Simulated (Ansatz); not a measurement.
# CH10AlNSi2: up Jacob's ladder to CCSD(T)

One table from this session's results is given with a row withheld; the runs are named, their logs left out.

Method: functionals in def2-TZVPP, the program's frozen cores in correlated methods; program: Ansatz 0.2.0, Gaussian basis.

Levels to be run: PBE-D4, r2SCAN-D4, PBE0-D4, B3LYP-D4, ωB97X-V, ωB97M-V, B2PLYP; CCSD(T)/def2-TZVPP; MP2/def2-QZVPP; extrapolation to the limit.

## The relaxed structure

An earlier PBE0-D4 in a triple-zeta def2 set relaxation fixed the geometry.

SMILES `C[SiH]([AlH2])N[SiH3]`, 15 atoms, charge 0, spin multiplicity 1.

Atoms are counted from 1 here; the program's logs count them from 0.

Bond lengths: C1–Si2 1.876 Å, C1–H6 1.092 Å, C1–H7 1.094 Å, C1–H8 1.094 Å, Si2–Al3 2.469 Å, Si2–N4 1.764 Å, Si2–H9 1.498 Å, Al3–H10 1.593 Å, Al3–H11 1.592 Å, N4–Si5 1.701 Å, N4–H12 1.011 Å, Si5–H13 1.486 Å, Si5–H14 1.486 Å, Si5–H15 1.527 Å. Angles: Si2–C1–H6 111.2°, Si2–C1–H7 110.3°, Si2–C1–H8 111.1°, H6–C1–H7 108.1°, H6–C1–H8 108.4°, H7–C1–H8 107.6°, C1–Si2–Al3 117.8°, C1–Si2–N4 109.5°, C1–Si2–H9 106.3°, Al3–Si2–N4 97.6°, Al3–Si2–H9 116.0°, N4–Si2–H9 109.1°, Si2–Al3–H10 119.1°, Si2–Al3–H11 121.2°, H10–Al3–H11 119.3°, Si2–N4–Si5 120.5°, Si2–N4–H12 120.1°, Si5–N4–H12 119.0° and more.

The first run:

Contents of in.yaml:

```yaml
crystal:
  periodic: [false, false, false]
  atoms:
    - {symbol: C, position_ang: [-2.041348, 0.258262, 1.268128]}
    - {symbol: Si, position_ang: [-0.311098, 0.688227, 0.684447]}
    - {symbol: Al, position_ang: [1.477440, -0.971170, 1.065048]}
    - {symbol: N, position_ang: [-0.265954, 0.679765, -1.079062]}
    - {symbol: Si, position_ang: [0.978311, -0.132012, -1.906992]}
    - {symbol: H, position_ang: [-2.323634, -0.749852, 0.957110]}
    - {symbol: H, position_ang: [-2.096267, 0.305528, 2.359425]}
    - {symbol: H, position_ang: [-2.778476, 0.961450, 0.869534]}
    - {symbol: H, position_ang: [-0.035482, 2.076290, 1.174720]}
    - {symbol: H, position_ang: [1.082863, -2.499346, 1.283954]}
    - {symbol: H, position_ang: [2.990580, -0.520953, 1.269287]}
    - {symbol: H, position_ang: [-0.912412, 1.251833, -1.604926]}
    - {symbol: H, position_ang: [2.154212, 0.678625, -2.317024]}
    - {symbol: H, position_ang: [0.511329, -0.927186, -3.071640]}
    - {symbol: H, position_ang: [1.548038, -1.150360, -0.922710]}
basis:
  gaussian: {orbitals: def2-TZVPP}
hamiltonian: {xc: pbe, dispersion: d4}
output: {forces: true, orbitals: {seedname: orbitals}}
```

Started as:

```console
ansatz run in.yaml --threads 2 --pin off --events-out ev --progress --plain --max-ram 22528MiB --backend cuda --devices 0, --max-vram 18GiB
```

Among the steps run: PBE-D4 (GGA); r2SCAN-D4 (meta-GGA); PBE0-D4 (hybrid); B3LYP-D4 (hybrid); ωB97X-V (range-separated); ωB97M-V (range-separated); B2PLYP (double hybrid); CCSD(T) in def2-TZVPP; MP2 in def2-QZVPP.

One of the session's tables, all rows but one given; the rest of the session is left out.

| method | atomisation energy (kJ/mol) |
| --- | --- |
| PBE-D4 | 4797.4 |
| r2SCAN-D4 | 4802.4 |
| PBE0-D4 | 4770.2 |
| B3LYP-D4 | 4811.1 |
| ωB97X-V | 4845.0 |
| ωB97M-V | 4820.3 |
| B2PLYP | 4739.0 |
| HF/def2-TZVPP | 3580.5 |
| MP2/def2-TZVPP | 4680.9 |
| CCSD/def2-TZVPP | 4636.5 |
| CCSD(T)/def2-TZVPP | ? |
| MP2/CBS | 4809.8 |
| CCSD(T)/CBS | 4816.2 |

**Question.** Estimate the row for CCSD(T)/def2-TZVPP.

**Answer.** atomisation energy (kJ/mol): 4687.2. In the column «atomisation energy (kJ/mol)» it lies between MP2/def2-TZVPP (4680.9) and B2PLYP (4739.0).
